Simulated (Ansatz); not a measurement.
# Ti2O3: the cost of one run

Program: Ansatz 0.2.0. Level of theory: DFT PBEsol, scalar-relativistic, plane waves, PAW. These are calculated values, not measurements.

1 further run of the same task is left out (set aside as unsound or not needed).

**1. The system as given**

It takes space group R-3c (No. 167, trigonal). Conventional cell: a = 5.040 Å, b = 5.040 Å, c = 13.875 Å, α = 90.00°, β = 90.00°, γ = 120.00°. Around Ti (site symmetry 3) lie 6 O at 2.00 to 2.05 Å. O (site symmetry 2) is surrounded by 4 Ti at 2.00 to 2.05 Å.

Structure file:

```
CELL_PARAMETERS angstrom
2.51982 1.45482 4.62509
-2.51982 1.45482 4.62509
0.00000 -2.90964 4.62509
ATOMIC_POSITIONS crystal
Ti 0.84540 0.84540 0.84540
Ti 0.65460 0.65460 0.65460
Ti 0.15460 0.15460 0.15460
Ti 0.34540 0.34540 0.34540
O 0.06178 0.43822 0.75000
O 0.75000 0.06178 0.43822
O 0.43822 0.75000 0.06178
O 0.93822 0.56178 0.25000
O 0.25000 0.93822 0.56178
O 0.56178 0.25000 0.93822
```

It is the result of an earlier relaxation at this level (volume 10.17 Å³/atom; gap on the mesh: none (metal)).

**2. A stricter relaxation, with the smearing for a metal**

Response runs need a geometry at rest under their own mesh and occupations; hence this stricter relaxation.

Contents of input.yaml:

```yaml
crystal:
  lattice:
    - [2.5198218622, 1.4548198304, 4.625094219]
    - [-2.5198218622, 1.4548198304, 4.625094219]
    - [0.0, -2.9096396609, 4.625094219]
  atoms:
    - { symbol: Ti, position: [0.8454003008, 0.8454003008, 0.8454003008] }
    - { symbol: Ti, position: [0.6545996992, 0.6545996992, 0.6545996992] }
    - { symbol: Ti, position: [0.1545996992, 0.1545996992, 0.1545996992] }
    - { symbol: Ti, position: [0.3454003008, 0.3454003008, 0.3454003008] }
    - { symbol: O, position: [0.06178139, 0.43821861, 0.75] }
    - { symbol: O, position: [0.75, 0.06178139, 0.43821861] }
    - { symbol: O, position: [0.43821861, 0.75, 0.06178139] }
    - { symbol: O, position: [0.93821861, 0.56178139, 0.25] }
    - { symbol: O, position: [0.25, 0.93821861, 0.56178139] }
    - { symbol: O, position: [0.56178139, 0.25, 0.93821861] }
basis:
  ecutwfc: 420
kpoints:
  mp_grid: { grid: [12, 12, 12] }
hamiltonian:
  xc: pbesol
scf:
  occupations: { method: fermi_dirac, width: 0.15 }
output:
  forces: true
  stress: true
  eigenvalues: true
relax:
  adjacent_minimum: "off"
  f_tol: 0.001
  max_steps: 60
  cell: { stress_tol: 0.01 }
```

The run is started by

```console
ansatz run input.yaml --threads 4 --pin off --max-ram 12288MiB --backend cpu --events-out ev --progress --plain --runs-dir out
```

Q: Estimate wall time and peak memory on 4 threads of Arm Neoverse V2, shared host.

About 2 min, with a peak of 0.99 GiB.
